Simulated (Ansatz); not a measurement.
# BHOSe (SMILES B1O[Se]1): functionals against CCSD(T) at one geometry

An exercise on one series of results from a longer session: the logs are not shown, and one member is left open.

Program: Ansatz 0.2.0, Gaussian basis. Level of theory: single points in def2-TZVPP. These are calculated values, not measurements.

Correlated methods freeze the cores. Filled d shells of the heavier atoms are correlated.

### Starting geometry

SMILES `B1O[Se]1`, 4 atoms, charge 0, spin multiplicity 1.

Atoms are counted from 1 here; the program's logs count them from 0.

Bond lengths: B1–O2 1.050 Å, B1–Se3 1.970 Å, B1–H4 1.339 Å, O2–Se3 1.797 Å. Angles: O2–B1–Se3 64.9°, O2–B1–H4 161.8°, Se3–B1–H4 128.7°, B1–O2–Se3 83.2°, B1–Se3–O2 32.0°.

Geometry (Å):

```
B    -0.3775    0.1343    0.0302
O    -0.3015   -0.8850    0.2717
Se    1.4483   -0.5012    0.4098
H    -0.7616    1.2794   -0.5486
```

The first run:

File run/in.yaml:

```yaml
crystal:
  periodic: [false, false, false]
  atoms:
    - {symbol: B, position_ang: [-0.377500, 0.134300, 0.030200]}
    - {symbol: O, position_ang: [-0.301500, -0.885000, 0.271700]}
    - {symbol: Se, position_ang: [1.448300, -0.501200, 0.409800]}
    - {symbol: H, position_ang: [-0.761600, 1.279400, -0.548600]}
basis:
  gaussian: {orbitals: def2-TZVPP}
correlation: {method: ccsd_t}
output: {forces: true}
```

The command line of these runs was not kept.

Steps of the session up to this table: CCSD(T)/def2-TZVPP; PBE0-D4/def2-TZVPP; wB97M-V/def2-TZVPP; r2SCAN-D4/def2-TZVPP; PBE-D4/def2-TZVPP; CAM-B3LYP-D4/def2-TZVPP; LC-wPBE/def2-TZVPP.

One of the session's tables, all rows but one given; the rest of the session is left out.

| method | RMS force component (eV/Å) | angle to CCSD(T) forces (°) | dipole (D) |
| --- | --- | --- | --- |
| CCSD(T) | 12.975 | reference | 1.92 |
| PBE0-D4 | 12.570 | 0.5 | 1.91 |
| wB97M-V | 12.570 | 0.4 | 1.92 |
| r2SCAN-D4 | 12.703 | 0.5 | 1.96 |
| PBE-D4 | 12.862 | 0.7 | 1.79 |
| CAM-B3LYP-D4 | ? | ? | ? |
| LC-wPBE | 12.531 | 0.8 | 1.95 |

Q: Estimate the row for CAM-B3LYP-D4 from the others.

The run gave: RMS force component (eV/Å): 12.340; angle to CCSD(T) forces (°): 0.4; dipole (D): 1.94. In the column «RMS force component (eV/Å)» it is the lowest.
